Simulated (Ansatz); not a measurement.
# Ti2O: the cost of one run

Computed with Ansatz 0.2.0 (DFT r2SCAN+U, PAW, plane waves, scalar-relativistic; U − J = 3 eV on Ti d, unless a step's input says otherwise).

### Step 1. The structure to begin with

It takes space group P-3m1 (No. 164, trigonal). The conventional cell has a = 2.919 Å, b = 2.919 Å, c = 4.713 Å, α = 90.00°, β = 90.00°, γ = 120.00°. Ti (site symmetry 3m) has 3 O at 2.14 Å as nearest neighbours. O (site symmetry -3m) is surrounded by 6 Ti at 2.14 Å.

Coordinates:

```cif
data_structure
_symmetry_space_group_name_H-M 'P 1'
_symmetry_Int_Tables_number 1
_cell_length_a 2.9194
_cell_length_b 2.9194
_cell_length_c 4.7130
_cell_angle_alpha 90.000
_cell_angle_beta 90.000
_cell_angle_gamma 120.000
_cell_volume 34.79
loop_
_atom_site_label
_atom_site_type_symbol
_atom_site_fract_x
_atom_site_fract_y
_atom_site_fract_z
_atom_site_occupancy
Ti1 Ti 0.66667 0.33333 0.27874 1
Ti2 Ti 0.33333 0.66667 0.72126 1
O1 O 0.00000 0.00000 0.00000 1
```

Atoms are counted from 1 in the order of input.yaml (O3 and so on).

Planned first: parallel moments, plain SCF; opposed moments +-, plain SCF; no spin polarisation; spin on, no moments given (the program may seed its own), plain SCF. Further starts follow from what these give.

“Plain SCF” means no search for lower states. Ends within 0.2 meV/atom and 0.1 μB count as one state.

The total moment includes the space between the atomic spheres.

### Step 2. Parallel moments, plain SCF

Input file input.yaml:

```yaml
crystal:
  lattice:
    - [2.91939802, 0.0, 0.0]
    - [-1.45969901, 2.52827285, 0.0]
    - [0.0, 0.0, 4.713]
  atoms:
    - { symbol: Ti, position: [0.66666667, 0.33333333, 0.27874], spin: 1.0 }
    - { symbol: Ti, position: [0.33333333, 0.66666667, 0.72126], spin: 1.0 }
    - { symbol: O, position: [0.0, 0.0, 0.0] }
magnetization:
  spin_polarized: true
hamiltonian:
  xc: r2scan
  pseudopotentials: { kind: paw }
  hubbard: { sites: [{ species: Ti, l: d, u_eff: 3.0 }] }
basis:
  ecutwfc: 500
kpoints:
  mp_grid: { grid: [8, 8, 5] }
scf:
  occupations: { method: fermi_dirac, width: 0.05 }
  lower_state_search: "off"
output:
  forces: true
  stress: true
```

Q: Estimate wall time and peak memory on 2 threads of an x86-64 CPU, shared host.

About 12 s, with a peak of 0.53 GiB.
